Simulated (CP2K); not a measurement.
Runs of CP2K 2026.2 on KPt. It takes space group P-6m2 (No. 187, hexagonal). Conventional cell: a = 3.001 Å, b = 3.001 Å, c = 5.346 Å, α = 90.00°, β = 90.00°, γ = 120.00°. Pt (site symmetry -6m2) has 6 Pt at 3.00 Å and 6 K at 3.19 Å as nearest neighbours. K (site symmetry -6m2) has 6 K at 3.00 Å and 6 Pt at 3.19 Å as nearest neighbours. The cell comes from a database or a generator and needn't be the stable form of this composition.

```csv
task,level,potentials or basis,smearing,NGRIDS,REL_CUTOFF (Ry),MIXING BETA (1/bohr),CUTOFF of the grids,cutoff radius of the dispersion sum (A),gap on the mesh (eV),pressure (GPa)
single point,PBEsol,"POTENTIAL_UZH Pt GTH-PBE-q18, K GTH-PBE-q9; TZVP-MOLOPT-PBE-GTH basis",gaussian 0.02 eV,5,60 Ry,1.5 1/bohr,450 Ry,-,none,(a)
single point,PBE,"POTENTIAL_UZH Pt GTH-PBE-q18, K GTH-PBE-q9; TZVP-MOLOPT-PBE-GTH basis",fermi-dirac 0.05 eV,4,60,1.5,450 Ry,-,none,0.2
single point,RPBE,"POTENTIAL_UZH Pt GTH-PBE-q18, K GTH-PBE-q9; TZVP-MOLOPT-PBE-GTH basis",gaussian 0.02 eV,5,60 Ry,1.5 1/bohr,450 Ry,-,none,3.1
single point,r2SCAN+D4,"POTENTIAL_UZH Pt GTH-SCAN-q18, K GTH-SCAN-q9; TZVP-MOLOPT-SCAN-GTH basis",gaussian 0.05 eV,5,60 Ry,1.5 1/bohr,675 Ry,20,none,-2.6
```

Alike in all rows: no spin polarisation; cell as given; k mesh 10 × 10 × 5.

Task: Estimate the missing entries.

Result: (a) -4.1.

Caveats: the basis of atomic orbitals isn't converged, which shifts pressures, moduli and gaps; the potentials were made for another functional, which shifts forces and pressure (some runs); pairwise dispersion overbinds metals, which lowers pressure and volume (some runs).

A k mesh can miss the band edges, and the runs leave out spin-orbit coupling on Pt.

A gap of «none» marks a metal or a gap under the smearing width.

Not every run made on this cell is shown here.
